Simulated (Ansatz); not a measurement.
# Ag4O: the cost of one run

Program: Ansatz 0.2.0, Gaussian basis. Level of theory: UKS PBE0-D4/def2-SVP. These are calculated values, not measurements.

The runs, in order: a search for the lowest solution at PBE0-D4/def2-SVP; a single point at PBE0-D4/def2-TZVPD.

5 further runs of the same task are left out: 5 set aside as unsound or not needed. Runs told in other sessions of the task aren't counted.

## 1. The relaxed structure

The geometry is that of the doublet, from an earlier relaxation (PBE-D4/def2-SVPD). At that level it is the lowest of the isomers that a small search found.

5 atoms, charge -1, spin multiplicity 2.

Atoms are counted from 1 here; the program's logs count them from 0.

Bond lengths: O1–Ag3 2.075 Å, O1–Ag4 2.083 Å, Ag2–Ag3 2.754 Å, Ag2–Ag4 2.724 Å, Ag2–Ag5 2.788 Å, Ag3–Ag5 2.699 Å. Angles: Ag3–O1–Ag4 87.5°, Ag3–Ag2–Ag4 63.3°, Ag3–Ag2–Ag5 58.3°, Ag4–Ag2–Ag5 121.6°, O1–Ag3–Ag2 104.2°, O1–Ag3–Ag5 165.7°, Ag2–Ag3–Ag5 61.5°, O1–Ag4–Ag2 105.0°, Ag2–Ag5–Ag3 60.2°.

Coordinates:

```
O     1.8039    1.2521    0.2077
Ag   -1.7807   -0.0508   -0.1764
Ag    0.9037   -0.6120    0.0730
Ag   -0.0998    2.0813    0.0432
Ag   -0.8271   -2.6706   -0.1476
```

Ag takes a core potential in the def2 sets. No spin-orbit coupling is included. The ion is computed in the gas phase, without counter-ions or solvent.

Bonds by kind at the end (by distance):

| bond | count | shortest (Å) | longest (Å) |
| --- | --- | --- | --- |
| Ag–Ag | 4 | 2.699 | 2.788 |
| Ag–O | 2 | 2.075 | 2.083 |

## 2. Searching for the lowest solution, PBE0-D4/def2-SVP

start.molden holds the orbitals of an earlier run on this state, given as this run's starting guess.

File in.yaml:

```yaml
crystal:
  periodic: [false, false, false]
  atoms:
    - {symbol: O, position_ang: [1.803912, 1.252126, 0.207726]}
    - {symbol: Ag, position_ang: [-1.780662, -0.050826, -0.176402]}
    - {symbol: Ag, position_ang: [0.903689, -0.612021, 0.073044]}
    - {symbol: Ag, position_ang: [-0.099828, 2.081283, 0.043235]}
    - {symbol: Ag, position_ang: [-0.827111, -2.670573, -0.147604]}
basis:
  gaussian: {orbitals: def2-SVP, initial_orbitals: start.molden}
total_charge: -1
magnetization: {spin_polarized: true, initial_magnetization: 1}
hamiltonian: {xc: pbe0, dispersion: d4}
output: {orbitals: {seedname: orbitals}}
```

Command:

```
ansatz run in.yaml --threads 4 --pin off --events-out ev --progress --plain --max-ram 4787MiB
```

**Question.** How long does this run take on 4 threads of Arm Neoverse V2, shared host, and how much memory does it need?

About 18 s, with a peak of 0.62 GiB.
